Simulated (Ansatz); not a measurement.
Crystal: Ca3AsP.

```
As Ca P
1.0
     5.33390    0.00000    0.00000
     0.00000    5.33390    0.00000
     0.00000    0.00000    5.33390
As Ca P
1 3 1
Cartesian
  0.0000 0.0000 0.0000
  2.6669 2.6669 0.0000
  2.6669 0.0000 2.6669
  0.0000 2.6669 2.6669
  2.6669 2.6669 2.6669
```

The cell comes from a database or a generator and needn't be the stable form of this composition.

* Program: Ansatz 0.2.0
* Task: relaxation of cell and atoms
* Functional: RPBE
* Potentials or basis: Ansatz PAW
* Cutoff: 420 eV (not typed: the program's choice for these potentials)
* k mesh: 5 × 5 × 5
* Occupations: fermi-dirac, width 0.05 eV
* Spin: no spin polarisation

At the start: volume 30.35 Å³/atom.

Q: How do energy, volume and symmetry change on relaxing?

A: It ends after 4 steps and the volume is 31.32 Å³/atom (+3.2 %); space group Pm-3m (No. 221, to 0.05 Å).

Step by step:
```tsv
step	energy change (eV)	largest force (eV/Å)	volume (Å³)
1	0.0000	0.0000	151.75
2	-0.0174	0.0000	156.26
3	-0.0175	0.0000	156.58
4	-0.0179	0.0000	156.58
```

Final structure:
```
As Ca P
1.0
     5.38983    0.00000    0.00000
     0.00000    5.38983    0.00000
     0.00000    0.00000    5.38983
As Ca P
1 3 1
Direct
  0.00000 0.00000 0.00000
  0.50000 0.50000 0.00000
  0.50000 0.00000 0.50000
  0.00000 0.50000 0.50000
  0.50000 0.50000 0.50000
```

Caveat: the plane-wave basis is chosen anew once the cell has moved, so the energies of steps on either side of that aren't comparable; the PAW data sets come from PBE, with cores solved anew for the run's functional, which leaves a small shift of forces and pressure.
